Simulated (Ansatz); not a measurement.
Run this with Ansatz's Python interface and show what comes out.

`transition_alc3.py`
```python
# -*- coding: utf-8 -*-
"""Pressure at which two phases of AlC3 cross."""

import warnings

import ansatz as az
import numpy as np

FUNCTIONAL = "pbe"
CUTOFF_EV = 470
KSPACING = 0.33
FILLING = "fermi_dirac"
SIGMA = 0.05


def cu3au(first, second, a):
    return (
        az.Lattice.cubic(a)
        .space_group(221)
        .atom(first, [0, 0, 0])
        .atom(second, [0, 0.5, 0.5])
    )


def fe3al(first, second, a):
    return (
        az.Lattice.fcc(a)
        .space_group(225)
        .atom(first, [0, 0, 0])
        .atom(second, [0.5, 0.5, 0.5])
        .atom(second, [0.25, 0.25, 0.25])
        .primitive()
    )


def run_phase(name, crystal, pressure=0.0):
    calc = crystal.calculation()
    calc = calc.functional(FUNCTIONAL).basis(CUTOFF_EV)
    calc = calc.kpoints(spacing=KSPACING)
    calc = calc.occupations(FILLING, width=SIGMA)
    calc = calc.relax(force_tolerance=0.03, cell=True, pressure=pressure)
    return calc.run(threads=1)


def volume_per_atom(outcome):
    return abs(np.linalg.det(outcome.lattice.cell_ang)) / len(outcome.lattice.sites)

warnings.simplefilter("ignore", az.DeckWarning)

phases = {}
phases["Cu3Au"] = cu3au("Al", "C", 3.21)
phases["Fe3Al"] = fe3al("Al", "C", 5.09)

# H = E + PV, with 1 eV per cubic angstrom equal to 160.2 GPa
pressures = [0, 5, 10, 20]
enthalpy, volume = {name: [] for name in phases}, {name: [] for name in phases}
for p in pressures:
    for name, crystal in phases.items():
        o = run_phase(name, crystal, pressure=p)
        volume[name].append(volume_per_atom(o))
        enthalpy[name].append(o.report["energy_sigma0_ev"] / len(o.lattice.sites) + p * volume[name][-1] / 160.21766)
gap = np.array(enthalpy["Fe3Al"]) - np.array(enthalpy["Cu3Au"])
rows = [(p, va, vb, 1000 * d) for p, va, vb, d in zip(pressures, volume["Cu3Au"], volume["Fe3Al"], gap)]
print("| P (GPa) | V Cu3Au (A^3/atom) | V Fe3Al (A^3/atom) | H(Fe3Al) - H(Cu3Au) (meV/atom) |")
print("| --- | --- | --- | --- |")
for row in rows:
    print(f"| {row[0]:d} | {row[1]:.3f} | {row[2]:.3f} | {row[3]:+.1f} |")
crossings = [p0 - g0 * (p1 - p0) / (g1 - g0) for p0, p1, g0, g1 in zip(pressures, pressures[1:], gap, gap[1:]) if g0 * g1 < 0]
print("crossing near", [round(float(p), 1) for p in crossings], "GPa") if crossings else print("no crossing in this range")
```

`python transition_alc3.py` gives:
```text
| P (GPa) | V Cu3Au (A^3/atom) | V Fe3Al (A^3/atom) | H(Fe3Al) - H(Cu3Au) (meV/atom) |
| --- | --- | --- | --- |
| 0 | 8.322 | 8.760 | +169.2 |
| 5 | 8.100 | 8.502 | +182.1 |
| 10 | 7.905 | 8.279 | +194.0 |
| 20 | 7.565 | 7.905 | +215.6 |
no crossing in this range
```

Reading the output:
- At a fixed pressure a relaxation lowers the enthalpy F + PV, while F alone can rise.
- For the metals among these phases the mesh is modest: differences between phases can be off by up to 40 meV an atom.
- Only these two structures are compared, at zero temperature and with their symmetry kept; either may be hypothetical, and another phase may be lower than both. Differences under about 40 meV an atom lie within the error of mesh and functional.
- The cells are prototypes set up for this calculation and needn't exist.
- Wall time of the script: 27 s on 1 thread of Arm Neoverse V2, with other jobs on the host, peak memory 0.37 GiB.

(A comment or docstring line of the script was reworded after the run, the code is as it ran; lines on the test bed's own set-up are left out of the output.)
